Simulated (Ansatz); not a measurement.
# Sr2CuO3 (Immm): one cell, many starting occupations (series 2), part 2 of 2

DFT+U has many self-consistent solutions. How far apart do the states of Sr2CuO3 (Immm) lie when only the starting occupations change? Cell and atoms stay fixed.

Ansatz 0.2.0; DFT r²SCAN+U (U = 4 eV, J = 0.5 eV on Cu d), plane waves, PAW. The steps go on from the part before.

**4. Random orbitals: single harmonics, first filling**

The input, input.yaml:

```yaml
crystal:
  lattice:
    - [-1.74250012, 1.95600014, 6.34400044]
    - [1.74250012, -1.95600014, 6.34400044]
    - [1.74250012, 1.95600014, -6.34400044]
  atoms:
    - { symbol: Sr, position: [0.1476, 0.6476, 0.5] }
    - { symbol: Sr, position: [0.8524, 0.3524, 0.5] }
    - { symbol: Cu, position: [0.5, 0.0, 0.5], spin: 1.0 }
    - { symbol: O, position: [0.346, 0.846, 0.5] }
    - { symbol: O, position: [0.654, 0.154, 0.5] }
    - { symbol: O, position: [0.0, 0.0, 0.0] }
basis:
  ecutwfc: 500
  ecutrho_ratio: 4
kpoints:
  mp_grid: { grid: [7, 7, 7] }
hamiltonian:
  xc: r2scan
  hubbard:
    sites:
      - { site: 2, l: d, u: 4.0, j: 0.5, starting_ns: [{ spin: up, occupation_matrix: s2up }, { spin: down, occupation_matrix: s2down }] }
    occupation_matrices:
      s2up:
        matrix:
          - [0.97, 0.0, 0.0, 0.0, 0.0]
          - [0.0, 0.97, 0.0, 0.0, 0.0]
          - [0.0, 0.0, 0.97, 0.0, 0.0]
          - [0.0, 0.0, 0.0, 0.97, 0.0]
          - [0.0, 0.0, 0.0, 0.0, 0.97]
      s2down:
        matrix:
          - [0.97, 0.0, 0.0, 0.0, 0.0]
          - [0.0, 0.97, 0.0, 0.0, 0.0]
          - [0.0, 0.0, 0.97, 0.0, 0.0]
          - [0.0, 0.0, 0.0, 0.02, 0.0]
          - [0.0, 0.0, 0.0, 0.0, 0.97]
    ns_hold: { iters: 5 }
scf:
  occupations: { method: gaussian, width: 0.05 }
  lower_state_search: "off"
  max_iter: 150
output:
  forces: true
  stress: true
  eigenvalues: true
  populations: true
  hubbard: { sites: [{ site: 2, l: d }] }
magnetization:
  spin_polarized: true
```

The typed matrices put 0.97 on the chosen orbitals and 0.02 on the others, and are held for 5 cycles.

Started as:

```
$ ansatz run input.yaml --threads 8 --pin off --max-ram 12288MiB --backend cpu --events-out ev --progress --plain --runs-dir out
```

What it wrote (excerpt; [...] marks lines left out):

```text
Warning: RAYON_NUM_THREADS=8 ignored (pool sized by the plan → 8); use --threads N
[...]
Sr: projections on atomic orbitals take those of the free atom [Ar 3d10] 4s2 4p6 5s2, of charge +0.00 (hamiltonian.pseudopotentials.projection_atoms); the dataset's partial waves leave at most 2.8e-6 of an orbital's norm unspanned inside its sphere
Cu: projections on atomic orbitals take those of the free atom [Ne] 3s2 3p6 3d10 4s1, of charge +0.00 (hamiltonian.pseudopotentials.projection_atoms); the dataset's partial waves leave at most 2.0e-6 of an orbital's norm unspanned inside its sphere
O: projections on atomic orbitals take those of the free atom [He] 2s2 2p4, of charge +0.00 (hamiltonian.pseudopotentials.projection_atoms); the dataset's partial waves leave at most 1.9e-8 of an orbital's norm unspanned inside its sphere
[...]
Pseudopotentials: kind: paw
Pseudopotential: Sr, paw, valence charge 10, recommended cutoff 500 eV (meta_gga), Sr.paw.azcp
Pseudopotential: Cu, paw, valence charge 19, recommended cutoff 500 eV (meta_gga), Cu.paw.azcp
[...]
WARN: hamiltonian.hubbard: on 1 of 2 specified blocks the occupation matrix of this SCF's result fails the test of the specified filling. At site 2 ↓ (sites count from 0 in the list of atoms of the cell that this SCF solves) the least filled combination of the orbitals specified full has [...]
--- Band table (eV; the first three rows and the last of 128) ---
[...]
Occupation matrices written to <dir>
--- Löwdin populations: 6 sites ---
  site symbol       q [e]    m [muB]
     0     Sr      8.3167    -0.0011
     1     Sr      8.3167    -0.0011
     2     Cu     17.9485     0.5704
     3      O      7.2611     0.1220
     4      O      7.2611     0.1220
     5      O      7.2062     0.1894
  spilling = 0.012097 (of n_electrons = 57.000000)
--- Occupation matrices: 1 shell (run DFT+U table (all-electron-ortho-atomic); ε = 1.63e-3) ---
  Cu2 d_3D: site group D2h (mmm)
  Cu2 d_3D up     Tr n = 4.9554  λ = 0.973 0.991 0.996 0.997 0.997  [x2-y2 0.68 Ag(1.00) | z2 0.68 Ag(1.00) | 3× xz 0.33 B2g(0.33)]
  Cu2 d_3D dn     Tr n = 4.3701  λ = 0.412 0.966 0.997 0.998 0.998  [z2 0.76 Ag(1.00) | x2-y2 0.76 Ag(1.00) | 3× xz 0.33 B2g(0.33)]
  specified occupation → Cu2 d_3D up: matrix, ‖Δ‖_F = 0.0517, Tr Δ = -0.1054, displaced = 0.0527, d_λ = 0.0517; orbital distance = 0.0000
  specified occupation → Cu2 d_3D dn: matrix, ‖Δ‖_F = 0.9769, Tr Δ = -0.4701, displaced = 0.7031, d_λ = 0.3950; orbital distance = 1.2317
  Tr n, λ and their labels are of the run-group-symmetrised matrices; stabiliser: 8 of 16 elements of G0×{1,Θ} (closed), max defect 2.4e-15 at τ = 3.5e-4
```

Wall time 90 s (8 threads of Arm Neoverse V1, shared host); peak memory 1.7 GiB.

It ends with a gap on the mesh of 0.24 eV, pressure 1.3 GPa, moments in spheres Cu 0.65; O 0.10, 0.15 μB, largest force component 0.30 eV/Å, 8 symmetry operations imposed. The program reports that the typed filling wasn't kept.

The shells' filling, with natural orbitals sorted by occupation:

```csv
shell,channel,electrons,over 0.8,0.2 to 0.8,under 0.2
Cu 3d (atom 3),up,4.96,5,0,0
Cu 3d (atom 3),down,4.37,4,1,0
```

**5. Random orbitals: fully mixed, one electron fewer**

Changes to input.yaml since step 4:

```diff
@@ -8,3 +8,3 @@
     - { symbol: Sr, position: [0.8524, 0.3524, 0.5] }
-    - { symbol: Cu, position: [0.5, 0.0, 0.5], spin: 1.0 }
+    - { symbol: Cu, position: [0.5, 0.0, 0.5], spin: 2.0 }
     - { symbol: O, position: [0.346, 0.846, 0.5] }
@@ -32,8 +32,8 @@
         matrix:
-          - [0.97, 0.0, 0.0, 0.0, 0.0]
-          - [0.0, 0.97, 0.0, 0.0, 0.0]
-          - [0.0, 0.0, 0.97, 0.0, 0.0]
-          - [0.0, 0.0, 0.0, 0.02, 0.0]
-          - [0.0, 0.0, 0.0, 0.0, 0.97]
-    ns_hold: { iters: 5 }
+          - [0.54821, -0.41967, 0.17336, 0.05494, -0.11661]
+          - [-0.41967, 0.55235, 0.16721, 0.05965, -0.12122]
+          - [0.17336, 0.16721, 0.56678, 0.29104, -0.27884]
+          - [0.05494, 0.05965, 0.29104, 0.66655, 0.3239]
+          - [-0.11661, -0.12122, -0.27884, 0.3239, 0.6161]
+    ns_hold: { iters: 12 }
 scf:
```

The typed matrices put 0.97 on the chosen orbitals and 0.02 on the others, and are held for 12 cycles.

Started as:

```
$ ansatz run input.yaml --threads 8 --pin off --max-ram 12288MiB --backend cpu --events-out ev --progress --plain --runs-dir out
```

What it wrote (excerpt; [...] marks lines left out):

```text
Warning: crystal.symmetry: narrowed to the stabiliser of the occupation matrices — unitary ops 8 → 2; lowered by the specified shell (site 2, l: d); largest admitted image defect 4.4e-16, smallest excluded 6.5e-1 — at a splitting's scale: the group the occupation matrices' own texture admits
Warning: RAYON_NUM_THREADS=8 ignored (pool sized by the plan → 8); use --threads N
[...]
Sr: projections on atomic orbitals take those of the free atom [Ar 3d10] 4s2 4p6 5s2, of charge +0.00 (hamiltonian.pseudopotentials.projection_atoms); the dataset's partial waves leave at most 2.8e-6 of an orbital's norm unspanned inside its sphere
Cu: projections on atomic orbitals take those of the free atom [Ne] 3s2 3p6 3d10 4s1, of charge +0.00 (hamiltonian.pseudopotentials.projection_atoms); the dataset's partial waves leave at most 2.0e-6 of an orbital's norm unspanned inside its sphere
O: projections on atomic orbitals take those of the free atom [He] 2s2 2p4, of charge +0.00 (hamiltonian.pseudopotentials.projection_atoms); the dataset's partial waves leave at most 1.9e-8 of an orbital's norm unspanned inside its sphere
[...]
[... 1 set-up line as earlier in the session ...]
[...]
WARN: hamiltonian.hubbard: on 1 of 2 specified blocks the occupation matrix of this SCF's result fails the test of the specified filling. At site 2 ↓ (sites count from 0 in the list of atoms of the cell that this SCF solves) the least filled combination of the orbitals specified full has [...]
        0.855956       0.000135       0.000204
        0.000054       0.824180       0.000027
        0.000045       0.000001       2.246663
  P = ⅓ Tr σ = 1.3089 GPa (13.089 kbar)
--- Band table (eV; the first three rows and the last of 344) ---
[...]
Occupation matrices written to <dir>
--- Löwdin populations: 6 sites ---
  site symbol       q [e]    m [muB]
     0     Sr      8.3167    -0.0011
     1     Sr      8.3167    -0.0011
     2     Cu     17.9486     0.5704
     3      O      7.2611     0.1220
     4      O      7.2611     0.1220
     5      O      7.2062     0.1894
  spilling = 0.012097 (of n_electrons = 57.000000)
--- Occupation matrices: 1 shell (run DFT+U table (all-electron-ortho-atomic); ε = 9.57e-3) ---
  Cu2 d_3D: site group D2h (mmm)
  Cu2 d_3D up     Tr n = 4.9554  λ = 0.973 0.991 0.996 0.997 0.997  [x2-y2 0.68 Ag(1.00) | 4× xz 0.25 Ag(0.25)]
  Cu2 d_3D dn     Tr n = 4.3701  λ = 0.412 0.966 0.997 0.998 0.998  [z2 0.76 Ag(1.00) | x2-y2 0.76 Ag(1.00) | 3× xz 0.33 B2g(0.33)]
  specified occupation → Cu2 d_3D up: matrix, ‖Δ‖_F = 0.0517, Tr Δ = -0.1054, displaced = 0.0527, d_λ = 0.0517; orbital distance = 0.0000
  specified occupation → Cu2 d_3D dn: matrix, ‖Δ‖_F = 1.3392, Tr Δ = -1.4201, displaced = 1.1223, d_λ = 1.0252; orbital distance = 1.5727
  Tr n, λ and their labels are of the run-group-symmetrised matrices; stabiliser: 8 of 16 elements of G0×{1,Θ} (closed), max defect 1.0e-4 at τ = 2.0e-3
```

Run time: 66 s. Hardware: 8 threads of Arm Neoverse V1, shared host; peak memory 1.7 GiB.

Result: a gap on the mesh of 0.24 eV, pressure 1.3 GPa, moments in spheres Cu 0.65; O 0.10, 0.15 μB, largest force component 0.30 eV/Å, 2 symmetry operations imposed. The program reports that the typed filling wasn't kept.

The shells' filling, with natural orbitals sorted by occupation:

| shell | channel | electrons | over 0.8 | 0.2 to 0.8 | under 0.2 |
| --- | --- | --- | --- | --- | --- |
| Cu 3d (atom 3) | up | 4.96 | 5 | 0 | 0 |
| Cu 3d (atom 3) | down | 4.37 | 4 | 1 | 0 |

**6. Random orbitals: drawn by pairs, first filling**

Changes to input.yaml since step 5:

```diff
@@ -8,3 +8,3 @@
     - { symbol: Sr, position: [0.8524, 0.3524, 0.5] }
-    - { symbol: Cu, position: [0.5, 0.0, 0.5], spin: 2.0 }
+    - { symbol: Cu, position: [0.5, 0.0, 0.5], spin: 1.0 }
     - { symbol: O, position: [0.346, 0.846, 0.5] }
@@ -32,8 +32,8 @@
         matrix:
-          - [0.54821, -0.41967, 0.17336, 0.05494, -0.11661]
-          - [-0.41967, 0.55235, 0.16721, 0.05965, -0.12122]
-          - [0.17336, 0.16721, 0.56678, 0.29104, -0.27884]
-          - [0.05494, 0.05965, 0.29104, 0.66655, 0.3239]
-          - [-0.11661, -0.12122, -0.27884, 0.3239, 0.6161]
-    ns_hold: { iters: 12 }
+          - [0.25587, -0.41042, 0.0, 0.0, 0.0]
+          - [-0.41042, 0.73413, 0.0, 0.0, 0.0]
+          - [0.0, 0.0, 0.97, 0.0, 0.0]
+          - [0.0, 0.0, 0.0, 0.97, 0.0]
+          - [0.0, 0.0, 0.0, 0.0, 0.97]
+    ns_hold: until_converged
 scf:
```

The typed matrices put 0.97 on the chosen orbitals and 0.02 on the others, and are held until the SCF converges, then released.

Started as:

```
$ ansatz run input.yaml --threads 8 --pin off --max-ram 12288MiB --backend cpu --events-out ev --progress --plain --runs-dir out
```

What it wrote (excerpt; [...] marks lines left out):

```text
Warning: crystal.symmetry: narrowed to the stabiliser of the occupation matrices — unitary ops 8 → 4; lowered by the specified shell (site 2, l: d); largest admitted image defect 8.9e-16, smallest excluded 8.2e-1 — at a splitting's scale: the group the occupation matrices' own texture admits
Warning: RAYON_NUM_THREADS=8 ignored (pool sized by the plan → 8); use --threads N
[...]
Sr: projections on atomic orbitals take those of the free atom [Ar 3d10] 4s2 4p6 5s2, of charge +0.00 (hamiltonian.pseudopotentials.projection_atoms); the dataset's partial waves leave at most 2.8e-6 of an orbital's norm unspanned inside its sphere
Cu: projections on atomic orbitals take those of the free atom [Ne] 3s2 3p6 3d10 4s1, of charge +0.00 (hamiltonian.pseudopotentials.projection_atoms); the dataset's partial waves leave at most 2.0e-6 of an orbital's norm unspanned inside its sphere
O: projections on atomic orbitals take those of the free atom [He] 2s2 2p4, of charge +0.00 (hamiltonian.pseudopotentials.projection_atoms); the dataset's partial waves leave at most 1.9e-8 of an orbital's norm unspanned inside its sphere
[...]
[... 1 set-up line as earlier in the session ...]
[...]
WARN: hamiltonian.hubbard: on 1 of 2 specified blocks the occupation matrix of this SCF's result fails the test of the specified filling. At site 2 ↓ (sites count from 0 in the list of atoms of the cell that this SCF solves) the least filled combination of the orbitals specified full has [...]
        0.856322       0.000000      -0.000257
        0.000000       0.824301      -0.000000
        0.000056      -0.000000       2.247021
  P = ⅓ Tr σ = 1.3092 GPa (13.092 kbar)
--- Band table (eV; the first three rows and the last of 200) ---
[...]
Occupation matrices written to <dir>
--- Löwdin populations: 6 sites ---
  site symbol       q [e]    m [muB]
     0     Sr      8.3167    -0.0011
     1     Sr      8.3167    -0.0011
     2     Cu     17.9485     0.5704
     3      O      7.2611     0.1220
     4      O      7.2611     0.1220
     5      O      7.2062     0.1894
  spilling = 0.012097 (of n_electrons = 57.000000)
--- Occupation matrices: 1 shell (run DFT+U table (all-electron-ortho-atomic); ε = 9.51e-3) ---
  Cu2 d_3D: site group D2h (mmm)
  Cu2 d_3D up     Tr n = 4.9554  λ = 0.973 0.991 0.996 0.997 0.997  [x2-y2 0.68 Ag(1.00) | 4× xz 0.25 Ag(0.25)]
  Cu2 d_3D dn     Tr n = 4.3701  λ = 0.412 0.966 0.997 0.998 0.998  [z2 0.76 Ag(1.00) | x2-y2 0.76 Ag(1.00) | 3× xz 0.33 B2g(0.33)]
  specified occupation → Cu2 d_3D up: matrix, ‖Δ‖_F = 0.0517, Tr Δ = -0.1054, displaced = 0.0527, d_λ = 0.0517; orbital distance = 0.0000
  specified occupation → Cu2 d_3D dn: matrix, ‖Δ‖_F = 0.7895, Tr Δ = -0.4701, displaced = 0.5510, d_λ = 0.3950; orbital distance = 0.9271
  Tr n, λ and their labels are of the run-group-symmetrised matrices; stabiliser: 8 of 16 elements of G0×{1,Θ} (closed), max defect 6.9e-5 at τ = 2.0e-3
```

It took 47 s on 8 threads of Arm Neoverse V1, shared host; peak memory 1.3 GiB.

Result: a gap on the mesh of 0.24 eV, pressure 1.3 GPa, moments in spheres Cu 0.65; O 0.10, 0.15 μB, largest force component 0.30 eV/Å, 4 symmetry operations imposed. The program reports that the typed filling wasn't kept.

The shells' filling, with natural orbitals sorted by occupation:

```
         shell  channel  electrons  over 0.8  0.2 to 0.8  under 0.2
Cu 3d (atom 3)       up       4.96         5           0          0
Cu 3d (atom 3)     down       4.37         4           1          0
```

**7. All runs side by side**

The summary covers parts 1 to 2.

Energies count from the lowest free state and have the smearing extrapolated to zero.

| start | energy (meV/atom) | gap (eV) | pressure (GPa) | largest moment (μB) | SCF cycles | time |
| --- | --- | --- | --- | --- | --- | --- |
| random orbitals: single harmonics, first filling | 0.0 | 0.24 | 1.3 | 0.65 | 51 | 90 s |
| random orbitals: fully mixed, one electron fewer | 0.0 | 0.24 | 1.3 | 0.65 | 31 | 66 s |
| random orbitals: drawn by pairs, first filling | 0.0 | 0.24 | 1.3 | 0.65 | 31 | 47 s |
| random orbitals: single harmonics, second filling | 0.0 | 0.24 | 1.3 | 0.65 | 26 | 23 s |
| random orbitals: fully mixed, first filling (earlier series) | 0.0 | 0.24 | 1.3 | 0.65 | 29 | 84 s |
| random orbitals: fully mixed, first filling | 4.9 | metal | 0.7 | 0.10 | 41 | 92 s |

The 6 free runs end at 2 energies more than 1 meV/atom apart (states closer than that can still differ), spread over 5 meV/atom; the lowest came from «random orbitals: single harmonics, first filling» and 4 more starts. Their gaps on the mesh range from zero to 0.24 eV, so the gap depends on the state reached. The lowest state found need not be the ground state, and the geometry wasn't relaxed for any of them.
